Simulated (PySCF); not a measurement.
# C4H9B: the cost of one run

The runs use PySCF 2.14.0, with density-fitted response routines of our own; the level of theory stands in each step. All values are computed, except where a source is named. Atoms are numbered from 0 throughout.

### Step 1. Starting geometry

14 atoms, charge 0, multiplicity 1; geometry from: GFN2-xTB. The atoms were then displaced at random by about 0.01 Å, so the start is not that level's minimum.

Bonds of the start (Å): B0–C1 1.60, C1–C2 1.55, C2–C3 1.49, C3–C4 1.54, C4–C1 1.54, B0–H5 1.17, B0–H6 1.15, C1–H7 1.10, C2–H8 1.12, C2–H9 1.07, C3–H10 1.11, C3–H11 1.10, C4–H12 1.08, C4–H13 1.08.

### Step 2. Geometry optimisation at PBE0-D3(BJ)/def2-SVP

What the job is given:

```
{"job": {"xc": "PBE0", "basis": "def2-SVP", "d3": "d3bj", "grid": 1, "shake": 0.01, "kind": "geom"}, "charge": 0, "multiplicity": 1}
B      1.796920    -0.970860     0.026450
C      0.425760    -0.332280    -0.481920
C      0.079750     1.157880    -0.226330
C     -1.231110     0.754730     0.352560
C     -0.904140    -0.737450     0.189500
H      2.733680    -0.278610     0.099350
H      1.835110    -2.083530     0.295710
H      0.395860    -0.536350    -1.559210
H      0.757660     1.636550     0.528240
H      0.052530     1.787570    -1.094600
H     -2.116550     1.059800    -0.249520
H     -1.438950     1.075890     1.386630
H     -0.793730    -1.239960     1.136990
H     -1.599940    -1.308460    -0.411600
```

Started as:

```sh
$ OMP_NUM_THREADS=1 python probes_run.py task.json out
```

This one command runs all jobs of the session in turn.

**Question.** How long does this first job take on 1 thread of Arm Neoverse V1, shared host, and how much memory does it need?

About 51 s, with a peak of 0.49 GiB.
